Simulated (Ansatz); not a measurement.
# I (fcc type): how the settings move a single-point run

Question: which choices in the input matter for I (fcc type)?

Program: Ansatz 0.2.0. Level of theory: reference: DFT, LDA, all-electron LAPW, scalar-relativistic. These are calculated values, not measurements.

1 further run of the same task is left out (set aside as unsound or not needed). Runs told in other sessions of the task aren't counted.

### 1 The system as given

Symmetry: Fm-3m, No. 225, cubic system. Conventional cell: a = 3.955 Å, b = 3.955 Å, c = 3.955 Å, α = 90.00°, β = 90.00°, γ = 90.00°. I (site symmetry m-3m) is surrounded by 12 I at 2.80 Å.

As a file:

```
CELL_PARAMETERS angstrom
0.00000 1.97772 1.97772
1.97772 0.00000 1.97772
1.97772 1.97772 0.00000
ATOMIC_POSITIONS crystal
I 0.00000 0.00000 0.00000
```

### 2 Reference

input.yaml

```yaml
crystal:
  lattice:
    - [0.0, 1.9777200153, 1.9777200153]
    - [1.9777200153, 0.0, 1.9777200153]
    - [1.9777200153, 1.9777200153, 0.0]
  atoms:
    - { symbol: I, position: [0.0, 0.0, 0.0] }
kpoints:
  mp_grid: { grid: [14, 14, 14] }
scf:
  occupations: { method: fermi_dirac, width: 0.05 }
hamiltonian:
  xc: lda
  pseudopotentials: { kind: all_electron, lapw: { basis_error: 0.001 } }
output:
  forces: true
  stress: true
  eigenvalues: true
  populations: true
```

On the command line:

```bash
ansatz run input.yaml --threads 1 --pin off --max-ram 2048MiB --backend cpu --events-out ev --progress --plain --runs-dir out
```

### 3 Changing settings: n_extra_bands 8, preconditioner local_kerker, xc pbesol

Edit input.yaml of step 2 so:

```diff
@@ -11,4 +11,6 @@
   occupations: { method: fermi_dirac, width: 0.05 }
+  n_extra_bands: 8
+  mixing: { preconditioner: local_kerker }
 hamiltonian:
-  xc: lda
+  xc: pbesol
   pseudopotentials: { kind: all_electron, lapw: { basis_error: 0.001 } }
```

Q: Predict the outcome of this session. Wanted: for each run, ending; energy change; pressure; gap; force.

**Answer**, as computed:

| run | ending | energy change | pressure (GPa) | gap (eV) | force (eV/Å) | cycles | time |
| --- | --- | --- | --- | --- | --- | --- | --- |
| reference | converged | - | 143.4 | 0.00 | 0.00 | 6 | 9.4 s |
| 1: n_extra_bands 8, preconditioner local_kerker, xc pbesol | converged | not comparable | 145.7 | 0.00 | 0.00 | 6 | 11 s |

Residual by cycle in the longest SCF loop of each run; runs are numbered as in the table. The quantity is the density residual dr2, in eV.

| cycle | reference | run 1 |
| --- | --- | --- |
| 1 | 0.0106 | 0.00824 |
| 2 | 0.00504 | 0.00304 |
| 3 | 6.0e-5 | 1.1e-4 |
| 4 | 7.9e-7 | 1.7e-5 |
| 5 | 7.1e-8 | 1.1e-6 |
| 6 | 1.1e-9 | 4.1e-8 |

What this shows: Total energies don't compare across a change of functional; the pressure goes from 143.4 to 145.7 GPa. At this fixed cell a higher pressure means that this functional prefers a larger volume than the reference. The structure is not at rest: the sound run finds 143 GPa, so these are no properties of the relaxed crystal. 
